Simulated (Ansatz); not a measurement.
**Ge (hcp type): a single-point run**

Wanted: a converged single-point run for Ge (hcp type), and a check of what comes out. The structure is shown as the input types it.

Method: DFT, PBEsol, all-electron PAW with datasets made for the crystal, scalar-relativistic, in Ansatz 0.2.0.

### Step 1. The system as given

The structure is hexagonal, space group P6_3/mmc (No. 194). Conventional cell: a = 2.179 Å, b = 2.179 Å, c = 3.563 Å, α = 90.00°, β = 90.00°, γ = 120.00°. Ge (site symmetry -6m2) is surrounded by 12 Ge at 2.18 Å.

Structure file:

```xyz
2
Lattice="2.1790 0.0000 0.0000 -1.0895 1.8871 0.0000 0.0000 0.0000 3.5628" Properties=species:S:1:pos:R:3 pbc="T T T"
Ge    0.0000    1.2581    0.8907
Ge    1.0895    0.6290    2.6721
```

### Step 2. Input and run

Contents of input.yaml:

```yaml
crystal:
  lattice:
    - [2.1790338304, 0.0, 0.0]
    - [-1.0895169152, 1.8870986529, 0.0]
    - [0.0, 0.0, 3.5627705713]
  atoms:
    - { symbol: Ge, position: [0.3333333333, 0.6666666667, 0.25] }
    - { symbol: Ge, position: [0.6666666667, 0.3333333333, 0.75] }
kpoints:
  mp_grid: { grid: [16, 16, 9] }
scf:
  occupations: { method: fermi_dirac, width: 0.08 }
  max_iter: 2.5
hamiltonian:
  xc: pbesol
  pseudopotentials: { kind: all_electron, datasets: crystal }
output:
  forces: true
  stress: true
  eigenvalues: true
```

Command:

```console
$ ansatz run input.yaml --threads 1 --pin off --max-ram 2048MiB --backend cpu --events-out ev --progress --plain --runs-dir out
```

What happens when this is run?

The program refused the input before any cycle. The line that matters: «line 13 column 13: invalid u64»

Look at the input: scf.max_iter is 2.5. The key wants another kind of value (number, word, list or true/false) than the one typed.

The cure: delete scf.max_iter (the default then holds).
